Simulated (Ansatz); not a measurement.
# C3H7CdF: how energies converge with the basis set

The task here is to estimate one member of a computed series from the others.

The runs use Ansatz 0.2.0, Gaussian basis; one geometry, several basis sets.

Levels to be run: PBE0-D4/def2-SVP; ωB97M-V/def2-SVP; PBE0-D4/def2-QZVPP; ωB97M-V/def2-QZVPP; the functionals' def2-TZVPP values are taken from earlier runs.

## Structure used throughout

The geometry comes from an earlier relaxation with PBE0-D4 in a triple-zeta def2 set; it is a stationary point, not always the lowest conformer. Cd takes the def2 core potential; no spin-orbit term is included.

SMILES `C[CH](C)[Cd][F]`, 12 atoms, charge 0, spin multiplicity 1.

Atoms are counted from 1 here; the program's logs count them from 0.

Bond lengths: C1–C2 1.522 Å, C1–H6 1.092 Å, C1–H7 1.094 Å, C1–H8 1.098 Å, C2–C3 1.522 Å, C2–Cd4 2.113 Å, C2–H9 1.095 Å, C3–H10 1.092 Å, C3–H11 1.094 Å, C3–H12 1.098 Å, Cd4–F5 1.953 Å. Angles: C2–C1–H6 112.6°, C2–C1–H7 112.0°, C2–C1–H8 110.1°, H6–C1–H7 107.6°, H6–C1–H8 107.4°, H7–C1–H8 106.8°, C1–C2–C3 111.7°, C1–C2–Cd4 111.7°, C1–C2–H9 108.8°, C3–C2–Cd4 111.7°, C3–C2–H9 108.8°, Cd4–C2–H9 103.9°, C2–C3–H10 112.6°, C2–C3–H11 112.0°, C2–C3–H12 110.1°, H10–C3–H11 107.6°, H10–C3–H12 107.4°, H11–C3–H12 106.8° and more.

The first run:

in.yaml

```yaml
crystal:
  periodic: [false, false, false]
  atoms:
    - {symbol: C, position_ang: [-1.194493, -0.539695, 0.515350]}
    - {symbol: C, position_ang: [0.073069, 0.277957, 0.315828]}
    - {symbol: C, position_ang: [1.280026, -0.610951, 0.054801]}
    - {symbol: Cd, position_ang: [-0.167151, 1.734102, -1.196429]}
    - {symbol: F, position_ang: [-0.389278, 3.084199, -2.590307]}
    - {symbol: H, position_ang: [-2.059212, 0.079332, 0.765231]}
    - {symbol: H, position_ang: [-1.449939, -1.122517, -0.373954]}
    - {symbol: H, position_ang: [-1.056384, -1.255979, 1.336093]}
    - {symbol: H, position_ang: [0.258260, 0.866746, 1.219702]}
    - {symbol: H, position_ang: [2.209826, -0.043651, -0.028913]}
    - {symbol: H, position_ang: [1.166061, -1.197626, -0.860959]}
    - {symbol: H, position_ang: [1.406316, -1.327116, 0.877555]}
basis:
  gaussian: {orbitals: def2-SVP}
hamiltonian: {xc: pbe0, dispersion: d4}
output: {orbitals: {seedname: orbitals}}
```

Started as:

```sh
> ansatz run in.yaml --threads 4 --pin off --events-out ev --progress --plain --max-ram 11315MiB
```

Steps of the session up to this table: PBE0-D4 in def2-SVP; ωB97M-V in def2-SVP; PBE0-D4 in def2-QZVPP; ωB97M-V in def2-QZVPP.

One of the session's tables, all rows but one given; the rest of the session is left out.

It belongs to the step «Density functionals: the series». 

| functional | basis | HOMO (eV) |
| --- | --- | --- |
| PBE0-D4 | def2-SVP | ? |
| PBE0-D4 | def2-TZVPP | -7.44 |
| PBE0-D4 | def2-QZVPP | -7.44 |
| ωB97M-V | def2-SVP | -9.43 |
| ωB97M-V | def2-TZVPP | -9.54 |
| ωB97M-V | def2-QZVPP | -9.54 |

**Question.** Estimate the row for PBE0-D4, def2-SVP.

As computed: HOMO (eV): -7.35. In the column «HOMO (eV)» it is the highest.
